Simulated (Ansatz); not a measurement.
# Sn2Pd: the cost of one run

Program: Ansatz 0.2.0. Level of theory: DFT PBEsol, scalar-relativistic, plane waves, PAW. These are calculated values, not measurements.

## (1) The structure to begin with

The structure is tetragonal, space group I4_1/acd (No. 142). The conventional cell has a = 6.491 Å, b = 6.491 Å, c = 24.353 Å, α = 90.00°, β = 90.00°, γ = 90.00°. Around Sn (site symmetry 2) lie 4 Pd at 2.83 Å and 3 Sn at 2.90 to 3.16 Å. Sn (site symmetry 2) has 4 Pd at 2.80 to 2.82 Å and 6 Sn at 3.16 to 3.25 Å as nearest neighbours. Pd (site symmetry 2) has 8 Sn at 2.80 to 2.83 Å and 1 Pd at 2.84 Å as nearest neighbours.

Structure file:

```cif
data_structure
_symmetry_space_group_name_H-M 'I4_1/acd:1'
_symmetry_Int_Tables_number 142
_cell_length_a 6.4906
_cell_length_b 6.4906
_cell_length_c 24.3530
_cell_angle_alpha 90.000
_cell_angle_beta 90.000
_cell_angle_gamma 90.000
_cell_volume 1025.94
loop_
_atom_site_label
_atom_site_type_symbol
_atom_site_symmetry_multiplicity
_atom_site_Wyckoff_symbol
_atom_site_fract_x
_atom_site_fract_y
_atom_site_fract_z
_atom_site_occupancy
Sn1 Sn 16 f 0.15785 0.15785 0.25000 1
Sn2 Sn 16 e 0.24741 0.75000 0.37500 1
Pd1 Pd 16 d 0.00000 0.00000 0.44165 1
```

The structure comes from the Crystallography Open Database.

(A quick probe on a coarse mesh, which set the mesh and smearing, is not shown.)

## (3) The relaxation

File input.yaml:

```yaml
crystal:
  lattice:
    - [-3.2453, 3.2453, 12.1765]
    - [3.2453, -3.2453, 12.1765]
    - [3.2453, 3.2453, -12.1765]
  atoms:
    - { symbol: Sn, position: [0.40785, 0.40785, 0.3157] }
    - { symbol: Sn, position: [0.15785, 0.34215, 0.5] }
    - { symbol: Sn, position: [0.09215, 0.09215, 0.6843] }
    - { symbol: Sn, position: [0.84215, 0.65785, 0.5] }
    - { symbol: Sn, position: [0.34215, 0.84215, 0.1843] }
    - { symbol: Sn, position: [0.59215, 0.90785, 0.0] }
    - { symbol: Sn, position: [0.65785, 0.15785, 0.8157] }
    - { symbol: Sn, position: [0.90785, 0.59215, 0.0] }
    - { symbol: Sn, position: [0.125, 0.62241, 0.99741] }
    - { symbol: Sn, position: [0.37241, 0.875, 0.99741] }
    - { symbol: Sn, position: [0.625, 0.12759, 0.00259] }
    - { symbol: Sn, position: [0.87759, 0.375, 0.00259] }
    - { symbol: Sn, position: [0.625, 0.62759, 0.50259] }
    - { symbol: Sn, position: [0.37759, 0.375, 0.50259] }
    - { symbol: Sn, position: [0.125, 0.12241, 0.49741] }
    - { symbol: Sn, position: [0.87241, 0.875, 0.49741] }
    - { symbol: Pd, position: [0.44165, 0.44165, 0.0] }
    - { symbol: Pd, position: [0.19165, 0.69165, 0.5] }
    - { symbol: Pd, position: [0.80835, 0.30835, 0.5] }
    - { symbol: Pd, position: [0.05835, 0.05835, 0.0] }
    - { symbol: Pd, position: [0.30835, 0.80835, 0.5] }
    - { symbol: Pd, position: [0.55835, 0.55835, 0.0] }
    - { symbol: Pd, position: [0.94165, 0.94165, 0.0] }
    - { symbol: Pd, position: [0.69165, 0.19165, 0.5] }
basis:
  ecutwfc: 420
kpoints:
  mp_grid: { grid: [8, 8, 8] }
hamiltonian:
  xc: pbesol
scf:
  occupations: { method: gaussian, width: 0.1 }
output:
  forces: true
  stress: true
  eigenvalues: true
relax:
  adjacent_minimum: "off"
  f_tol: 0.005
  max_steps: 80
  cell: { stress_tol: 0.05 }
```

Run with:

```console
$ ansatz run input.yaml --threads 8 --pin off --max-ram 22528MiB --backend cpu --events-out ev --progress --plain --runs-dir out
```

Q: Estimate wall time and peak memory on 8 threads of AMD EPYC (Zen 3), shared host.

About 6.7 min, with a peak of 7.1 GiB.
